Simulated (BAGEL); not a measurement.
**One shape, several levels: doublet CH6SeSi+**

We compute a comparison of 6 runs (UHF/STO-3G, UHF/3-21G, ROHF/6-31G*, UHF/6-31G*, ROHF/def2-SVP, UHF/def2-SVP) of doublet CH6SeSi+. 

Program for the calculation: BAGEL 1.2.2.

12 further runs of the same task are left out: 12 set aside as unsound or not needed.

## 1. The structure to begin with

CH6SeSi+: 9 atoms, total charge +1, spin state doublet. SMILES of the parent species: `C[Se][SiH3]`. The coordinates come from a PBE0-D4/def2-TZVP relaxation. That shape belongs to the parent species and isn't relaxed for this state.

Bond lengths: C1–Se2 1.958 Å, Se2–Si3 2.266 Å, C1–H4 1.088 Å, C1–H5 1.088 Å, C1–H6 1.088 Å, Si3–H7 1.484 Å, Si3–H8 1.487 Å, Si3–H9 1.487 Å. Some angles: C1–Se2–Si3 96.6°, Se2–C1–H4 110.3°, Se2–C1–H5 106.4°, Se2–C1–H6 110.3°, Se2–Si3–H7 106.4°, Se2–Si3–H8 111.1°, Se2–Si3–H9 111.1°, H4–C1–H5 109.6°, H4–C1–H6 110.7°, H5–C1–H6 109.5°.

## 2. A single-point energy at UHF/STO-3G (density fitting with qzvpp-jkfit) (run 1)

Contents of job.json:

```json
{ "bagel" : [

{
  "title" : "molecule",
  "basis" : "sto-3g",
  "df_basis" : "qzvpp-jkfit",
  "angstrom" : true,
  "geometry" : [
    { "atom" : "C", "xyz" : [      -0.668100,       0.984200,      -1.065900 ] },
    { "atom" : "Se", "xyz" : [       1.178300,       0.439400,      -0.707400 ] },
    { "atom" : "Si", "xyz" : [       0.707700,      -0.956900,       1.014600 ] },
    { "atom" : "H", "xyz" : [      -1.267600,       0.121600,      -1.350400 ] },
    { "atom" : "H", "xyz" : [      -0.625200,       1.687600,      -1.895400 ] },
    { "atom" : "H", "xyz" : [      -1.092900,       1.476200,      -0.193100 ] },
    { "atom" : "H", "xyz" : [       2.004900,      -1.515500,       1.468900 ] },
    { "atom" : "H", "xyz" : [      -0.196600,      -2.055300,       0.581100 ] },
    { "atom" : "H", "xyz" : [       0.048100,      -0.227500,       2.130400 ] }
  ]
},

{ "title" : "uhf", "charge" : 1, "nopen" : 1 },

{ "title" : "print", "file" : "orbitals.molden", "orbitals" : true }

]}
```

On the command line:

```console
BAGEL_NUM_THREADS=1 BAGEL job.json > job.out
```

Output:

```text
* using 1 threads per process

  ===============================================================
  ===============================================================

  *** Geometry ***

  { "atom" : "C", "xyz" : [     -1.262526,      1.859868,     -2.014259 ] },
  { "atom" : "Se", "xyz" : [      2.226664,      0.830346,     -1.336792 ] },
  { "atom" : "Si", "xyz" : [      1.337359,     -1.808279,      1.917316 ] },
[... 5 lines of this table left out ...]
  { "atom" : "H", "xyz" : [      0.090896,     -0.429913,      4.025873 ] },

  Number of auxiliary basis functions:      577

  Since a DF basis is specified, we compute 2- and 3-index integrals:
    o Being stored without compression. Storage requirement is 0.007 GB

  Number of basis functions:       38
  Number of electrons      :       60

    * METHOD: MOLECULE                             0.45

  *** Open-shell HF ***

  === Nuclear Repulsion ===
   254.3932996856

      * DIIS with orbital gradients will be used.

  === UHF iteration (sto-3g) ===
      0      -2699.82418780          0.01686002           0.13
      1      -2699.87078164          0.00457514           0.13
      2      -2699.87464751          0.00143510           0.13
[... 10 lines of this table left out ...]
     13      -2699.87542295          0.00000001           0.13
    * SCF iteration converged.

    * S^2 (UHF) is 0.7585

    * Permanent dipole moment:
           (    0.689158,     0.075618,    -0.195849) a.u.

    * METHOD: UHF                                  2.01

    * METHOD: PRINT                                0.01

  ===============================================================
```

Run time: 2.6 s. Hardware: 1 thread of Arm Neoverse N1, shared host.

## 3. The energy at UHF/3-21G (density fitting with qzvpp-jkfit) (run 2)

Contents of calc.json:

```json
{ "bagel": [

{
  "title": "molecule",
  "basis": "3-21g",
  "df_basis": "qzvpp-jkfit",
  "angstrom": true,
  "geometry": [
    { "atom": "C", "xyz": [      -0.668100,       0.984200,      -1.065900 ] },
    { "atom": "Se", "xyz": [       1.178300,       0.439400,      -0.707400 ] },
    { "atom": "Si", "xyz": [       0.707700,      -0.956900,       1.014600 ] },
    { "atom": "H", "xyz": [      -1.267600,       0.121600,      -1.350400 ] },
    { "atom": "H", "xyz": [      -0.625200,       1.687600,      -1.895400 ] },
    { "atom": "H", "xyz": [      -1.092900,       1.476200,      -0.193100 ] },
    { "atom": "H", "xyz": [       2.004900,      -1.515500,       1.468900 ] },
    { "atom": "H", "xyz": [      -0.196600,      -2.055300,       0.581100 ] },
    { "atom": "H", "xyz": [       0.048100,      -0.227500,       2.130400 ] }
  ]
},

{
  "title": "uhf",
  "charge": 1,
  "nopen": 1
},

{
  "title": "print",
  "file": "orbitals.molden",
  "orbitals": true
}

]}
```

On the command line:

```console
BAGEL_NUM_THREADS=1 BAGEL calc.json > calc.out
```

Output:

```text
* using 1 threads per process

  ===============================================================
  ===============================================================

  *** Geometry ***

  { "atom" : "C", "xyz" : [     -1.262526,      1.859868,     -2.014259 ] },
  { "atom" : "Se", "xyz" : [      2.226664,      0.830346,     -1.336792 ] },
  { "atom" : "Si", "xyz" : [      1.337359,     -1.808279,      1.917316 ] },
[... 5 lines of this table left out ...]
  { "atom" : "H", "xyz" : [      0.090896,     -0.429913,      4.025873 ] },

  Number of auxiliary basis functions:      577

  Since a DF basis is specified, we compute 2- and 3-index integrals:
    o Being stored without compression. Storage requirement is 0.014 GB

  Number of basis functions:       56
  Number of electrons      :       60

    * METHOD: MOLECULE                             0.46

  *** Open-shell HF ***

  === Nuclear Repulsion ===
   254.3932996856

      * DIIS with orbital gradients will be used.

  === UHF iteration (3-21g) ===
      0      -2716.64464192          0.02101476           0.20
      1      -2716.71122965          0.00601220           0.20
      2      -2716.71675461          0.00264121           0.19
[... 12 lines of this table left out ...]
     15      -2716.71806843          0.00000001           0.20
    * SCF iteration converged.

    * S^2 (UHF) is 0.7588

    * Permanent dipole moment:
           (    0.694268,    -0.018557,    -0.085511) a.u.

    * METHOD: UHF                                  3.43

    * METHOD: PRINT                                0.01

  ===============================================================
```

It took 4.2 s on 1 thread of Arm Neoverse N1, shared host; peak memory 0.11 GiB.

Runs 3 to 4 aren't shown in full; the table further down has their settings and results.

## 4. The energy at ROHF/def2-SVP (density fitting with qzvpp-jkfit) (run 5)

Contents of calc.json:

```json
{ "bagel": [

{
  "title": "molecule",
  "basis": "svp",
  "df_basis": "qzvpp-jkfit",
  "angstrom": true,
  "geometry": [
    { "atom": "C", "xyz": [   -0.668100,    0.984200,   -1.065900 ] },
    { "atom": "Se", "xyz": [    1.178300,    0.439400,   -0.707400 ] },
    { "atom": "Si", "xyz": [    0.707700,   -0.956900,    1.014600 ] },
    { "atom": "H", "xyz": [   -1.267600,    0.121600,   -1.350400 ] },
    { "atom": "H", "xyz": [   -0.625200,    1.687600,   -1.895400 ] },
    { "atom": "H", "xyz": [   -1.092900,    1.476200,   -0.193100 ] },
    { "atom": "H", "xyz": [    2.004900,   -1.515500,    1.468900 ] },
    { "atom": "H", "xyz": [   -0.196600,   -2.055300,    0.581100 ] },
    { "atom": "H", "xyz": [    0.048100,   -0.227500,    2.130400 ] }
  ]
},
{ "title": "rohf", "charge": 1, "nopen": 1 },
{ "title": "print", "file": "orbitals.molden", "orbitals": true }

]}
```

On the command line:

```console
BAGEL_NUM_THREADS=1 BAGEL calc.json > calc.out
```

Output:

```text
* using 1 threads per process

  ===============================================================
  ===============================================================

  *** Geometry ***

  { "atom" : "C", "xyz" : [     -1.262526,      1.859868,     -2.014259 ] },
  { "atom" : "Se", "xyz" : [      2.226664,      0.830346,     -1.336792 ] },
  { "atom" : "Si", "xyz" : [      1.337359,     -1.808279,      1.917316 ] },
[... 5 lines of this table left out ...]
  { "atom" : "H", "xyz" : [      0.090896,     -0.429913,      4.025873 ] },

  Number of auxiliary basis functions:      577

  Since a DF basis is specified, we compute 2- and 3-index integrals:
    o Being stored without compression. Storage requirement is 0.041 GB

  Number of basis functions:       94
  Number of electrons      :       60

    * METHOD: MOLECULE                             0.60

  *** Open-shell HF ***

  === Nuclear Repulsion ===
   254.3932996856

      * DIIS with orbital gradients will be used.

  === ROHF iteration (svp) ===
      0      -2729.32738693          0.02099966           0.37
      1      -2729.42203123          0.00914144           0.37
      2      -2729.43603971          0.00441161           0.37
[... 12 lines of this table left out ...]
     15      -2729.44023997          0.00000001           0.37
    * SCF iteration converged.

    * S^2 (ROHF) is 0.7500

    * Permanent dipole moment:
           (    0.643560,    -0.133020,     0.057629) a.u.

    * METHOD: ROHF                                 6.41

    * METHOD: PRINT                                0.04

  ===============================================================
```

Wall time 7.2 s (1 thread of Arm Neoverse N1, shared host); peak memory 0.16 GiB.

## 5. A single-point energy at UHF/def2-SVP (density fitting with qzvpp-jkfit) (run 6)

Contents of input.json:

```json
{ "bagel": [

{
  "title": "molecule",
  "basis": "svp",
  "df_basis": "qzvpp-jkfit",
  "angstrom": true,
  "geometry": [
    { "atom": "C", "xyz": [      -0.668100,       0.984200,      -1.065900 ] },
    { "atom": "Se", "xyz": [       1.178300,       0.439400,      -0.707400 ] },
    { "atom": "Si", "xyz": [       0.707700,      -0.956900,       1.014600 ] },
    { "atom": "H", "xyz": [      -1.267600,       0.121600,      -1.350400 ] },
    { "atom": "H", "xyz": [      -0.625200,       1.687600,      -1.895400 ] },
    { "atom": "H", "xyz": [      -1.092900,       1.476200,      -0.193100 ] },
    { "atom": "H", "xyz": [       2.004900,      -1.515500,       1.468900 ] },
    { "atom": "H", "xyz": [      -0.196600,      -2.055300,       0.581100 ] },
    { "atom": "H", "xyz": [       0.048100,      -0.227500,       2.130400 ] }
  ]
},

{ "title": "uhf", "charge": 1, "nopen": 1 },

{ "title": "print", "file": "orbitals.molden", "orbitals": true }

]}
```

On the command line:

```console
BAGEL_NUM_THREADS=1 BAGEL input.json > input.out
```

Output:

```text
* using 1 threads per process

  ===============================================================
  ===============================================================

  *** Geometry ***

  { "atom" : "C", "xyz" : [     -1.262526,      1.859868,     -2.014259 ] },
  { "atom" : "Se", "xyz" : [      2.226664,      0.830346,     -1.336792 ] },
  { "atom" : "Si", "xyz" : [      1.337359,     -1.808279,      1.917316 ] },
[... 5 lines of this table left out ...]
  { "atom" : "H", "xyz" : [      0.090896,     -0.429913,      4.025873 ] },

  Number of auxiliary basis functions:      577

  Since a DF basis is specified, we compute 2- and 3-index integrals:
    o Being stored without compression. Storage requirement is 0.041 GB

  Number of basis functions:       94
  Number of electrons      :       60

    * METHOD: MOLECULE                             0.59

  *** Open-shell HF ***

  === Nuclear Repulsion ===
   254.3932996856

      * DIIS with orbital gradients will be used.

  === UHF iteration (svp) ===
      0      -2729.32738693          0.02099966           0.37
      1      -2729.42588490          0.00911111           0.36
      2      -2729.44023887          0.00436625           0.36
[... 15 lines of this table left out ...]
     18      -2729.44449879          0.00000001           0.37
    * SCF iteration converged.

    * S^2 (UHF) is 0.7617

    * Permanent dipole moment:
           (    0.641000,    -0.132010,     0.056825) a.u.

    * METHOD: UHF                                  7.37

    * METHOD: PRINT                                0.04

  ===============================================================
```

Run time: 8.4 s. Hardware: 1 thread of Arm Neoverse N1, shared host; peak memory 0.16 GiB.

## 6. All runs side by side

```
run                                                                level   energy (Eh)   ⟨S²⟩  wall time
  1                        UHF/STO-3G (density fitting with qzvpp-jkfit)  -2699.875423  0.758      2.6 s
  2                         UHF/3-21G (density fitting with qzvpp-jkfit)  -2716.718068  0.759      4.2 s
  3  ROHF/6-31G* (density fitting with qzvpp-jkfit, spherical functions)  -2729.534824  0.750        6 s
  4   UHF/6-31G* (density fitting with qzvpp-jkfit, spherical functions)  -2729.539130  0.762      6.6 s
  5                     ROHF/def2-SVP (density fitting with qzvpp-jkfit)  -2729.440240  0.750      7.2 s
  6                      UHF/def2-SVP (density fitting with qzvpp-jkfit)  -2729.444499  0.762      8.4 s
```

## 7. Results

| quantity | value |
| --- | --- |
| run 6: total energy | -2729.44450 Eh |
| run 6: ⟨S²⟩ | 0.762 |

**Reading.** In run 1 the basis is minimal, so the values are rough. All runs together took 35 s, the longest 8.4 s.
